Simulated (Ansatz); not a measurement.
Crystal: CsLiCr2Te2S3.

```
Cs Li Cr Te S
1.0
     3.42162   -5.18069    0.00784
     3.42162    5.18069    0.00784
    -2.90411    0.00000    7.43093
Cs Li Cr Te S
1 1 2 2 3
Direct
  0.09374 0.09374 0.00853
  0.58875 0.58875 0.55336
  0.05646 0.46755 0.55790
  0.46755 0.05646 0.55790
  0.56486 0.87357 0.29035
  0.87357 0.56486 0.29035
  0.81151 0.39697 0.73347
  0.39697 0.81151 0.73347
  0.21404 0.21404 0.48371
```

The cell was built by a generator and needn't be a form met in nature.

Base run:

* Program: Ansatz 0.2.0
* Functional: RPBE
* Potentials or basis: Ansatz PAW
* Cutoff: 420 eV
* Density cutoff: 1680 eV
* k mesh: 5 × 5 × 4
* Occupations: fermi-dirac, width 0.05 eV
* Spin: collinear spin, ferromagnetic start
* Starting moments: [0.0, 0.0, 3.0, 3.0, 0.0, 0.0, 0.0, 0.0, 0.0] μB

Its results: band gap on the k mesh none (metal or under the smearing width); pressure 1.7 GPa; net moment 4.01 μB per cell; site moments Cs -0.00; Li +0.00; Cr +2.07; Te -0.15; S -0.07, -0.06 μB; largest force 0.182 eV/Å.

Q: The run is repeated on the same cell with these changes: functional from RPBE to r2SCAN; cutoff from 420 eV to 500 eV; density cutoff from 1680 eV to 2000 eV. What comes out?

A: Band gap on the k mesh none (metal or under the smearing width); pressure 0.3 GPa; net moment 4.05 μB per cell; site moments Cs -0.00; Li -0.00; Cr +2.33; Te -0.23; S -0.10 μB; largest force 0.151 eV/Å.

Caveats: only a ferromagnetic start was run, and an antiferromagnetic order may lie lower in energy; the PAW data sets come from PBE, with cores solved anew for the run's functional, which leaves a small shift of forces and pressure; the potentials were made for another functional, which shifts forces and pressure (some runs); the magnetic or orbital state may not be the lowest (some runs).

Not every run made on this cell is shown here.
